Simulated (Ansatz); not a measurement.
# Sr3Be: the cost of one run

Computed with Ansatz 0.2.0, driven from Python. Level of theory: DFT PBEsol, plane waves, PAW.

### Step 1. The system

Sr3Be Fm-3m: Symmetry: Fm-3m, No. 225, cubic system. The conventional cell has a = 7.700 Å, b = 7.700 Å, c = 7.700 Å, α = 90.00°, β = 90.00°, γ = 90.00°. Around Be (site symmetry m-3m) lie 8 Sr at 3.33 Å. Sr (site symmetry m-3m) is surrounded by 8 Sr at 3.33 Å. Around Sr (site symmetry -43m) lie 4 Be at 3.33 Å and 4 Sr at 3.33 Å.

Sr3Mg Fm-3m: Symmetry: Fm-3m, No. 225, cubic system. Conventional cell: a = 8.890 Å, b = 8.890 Å, c = 8.890 Å, α = 90.00°, β = 90.00°, γ = 90.00°. Around Mg (site symmetry m-3m) lie 8 Sr at 3.85 Å. Sr (site symmetry m-3m) has 8 Sr at 3.85 Å as nearest neighbours. Sr (site symmetry -43m) has 4 Mg at 3.85 Å and 4 Sr at 3.85 Å as nearest neighbours.

Sr3Ca Fm-3m: The structure is cubic, space group Fm-3m (No. 225). Conventional cell: a = 9.820 Å, b = 9.820 Å, c = 9.820 Å, α = 90.00°, β = 90.00°, γ = 90.00°. Ca (site symmetry m-3m) is surrounded by 8 Sr at 4.25 Å. Sr (site symmetry m-3m) is surrounded by 8 Sr at 4.25 Å. Around Sr (site symmetry -43m) lie 4 Ca at 4.25 Å and 4 Sr at 4.25 Å.

BaSr3 Fm-3m: Symmetry: Fm-3m, No. 225, cubic system. The conventional cell has a = 10.850 Å, b = 10.850 Å, c = 10.850 Å, α = 90.00°, β = 90.00°, γ = 90.00°.

The script holds or builds the structure itself.

### Step 2. The code

File series.py:

```python
# -*- coding: utf-8 -*-
import warnings

import ansatz as az
import matplotlib.pyplot as plt
import numpy as np
import pandas as pd

SETTINGS = {
    "xc": "pbesol",
    "scf_tol": 1e-07,
    "kspacing": 0.27,
    "occupations": "fermi_dirac",
    "smearing_width": 0.1,
}


def fe3al(first, second, a):
    return (
        az.Lattice.fcc(a)
        .space_group(225)
        .atom(first, (0, 0, 0))
        .atom(second, (0.5, 0.5, 0.5))
        .atom(second, (0.25, 0.25, 0.25))
        .primitive()
    )


def solve(name, crystal, relax=True):
    calc = crystal.calculation()
    calc = calc.functional(SETTINGS["xc"])
    calc = calc.basis(31 * az.Ry)
    calc = calc.scf(tolerance=SETTINGS["scf_tol"])
    calc = calc.kpoints(spacing=SETTINGS["kspacing"])
    calc = calc.occupations(SETTINGS["occupations"], width=SETTINGS["smearing_width"])
    calc = calc.stress()
    calc = calc.band_table()
    if relax:
        calc = calc.relax(force_tolerance=0.02, cell=True)
    return calc.run()

def bulk_modulus(name, outcome, step=0.01):
    # B = -V dP/dV from the pressures of two uniformly scaled cells, atoms held at their fractions
    pressure = []
    for factor in (1 - step, 1.0, 1 + step):
        cell = az.Crystal(lattice=az.Lattice.of(outcome.lattice.cell_ang * factor ** (1 / 3)))
        for site in outcome.report["lattice"]["sites"]:
            cell = cell.atom(site["symbol"], site["position_frac"])
        pressure.append(np.trace(solve(name, cell, relax=False).report["stress_gpa"]) / 3)
    slope, bend = (pressure[0] - pressure[2]) / (2 * step), abs(pressure[0] + pressure[2] - 2 * pressure[1])
    # a jump of mesh or basis between the cells shows as a kink: no modulus then
    return float(slope) if bend < 12 * step**2 * abs(slope) + 0.15 and abs(pressure[1]) < 1.5 else float("nan")


def volume_per_atom(outcome):
    return abs(np.linalg.det(outcome.lattice.cell_ang)) / len(outcome.lattice.sites)

warnings.simplefilter("ignore", az.DeckWarning)

phases = {}
phases["Sr3Be"] = fe3al("Be", "Sr", 7.7)
phases["Sr3Mg"] = fe3al("Mg", "Sr", 8.89)
phases["Sr3Ca"] = fe3al("Ca", "Sr", 9.82)
phases["BaSr3"] = fe3al("Ba", "Sr", 10.85)

done = {}
for name, crystal in phases.items():
    try:
        done[name] = solve(name, crystal)
    except az.NonConvergedError as error:
        print(name, "did not converge:", str(error)[:120])

rows = [(name, (4 * len(o.lattice.sites) * volume_per_atom(o)) ** (1 / 3), volume_per_atom(o), bulk_modulus(name, o)) for name, o in done.items()]
print(pd.DataFrame(rows, columns=["compound", "a (A)", "V (A^3/atom)", "B (GPa)"]).round(4).to_string(index=False))
plt.figure(figsize=(4.5, 3))
plt.bar([row[0] for row in rows], [row[1] for row in rows])
plt.ylabel("a (A)")
plt.tight_layout()
plt.savefig("series.png", dpi=100)
```

### Step 3. The calls as engine input

The package turns the script's settings into the engine's input (first run):

```yaml
crystal:
  lattice:
    bravais: fcc
    a: 7.7
  space_group: 225
  atoms:
    - { symbol: Be, position: [0.0, 0.0, 0.0] }
    - { symbol: Sr, position: [0.5, 0.5, 0.5] }
    - { symbol: Sr, position: [0.25, 0.25, 0.25] }
  reduce_to_primitive: true
basis:
  ecutwfc: 421.77648681281397
kpoints:
  mp_grid:
    kspacing: 0.27
hamiltonian:
  xc: pbesol
scf:
  convergence:
    dr2_threshold: 1.0e-07
  occupations:
    method: fermi_dirac
    width: 0.1
relax:
  f_tol: 0.02
  cell: {}
output:
  stress: true
  eigenvalues: true
```

### Step 4. The run

Command:

```sh
$ python series.py
```

**Question.** How long does this script take on 1 thread of Intel Xeon 6975P-C (Granite Rapids), shared host, and how much memory does it need?

About 58 s, with a peak of 0.7 GiB.
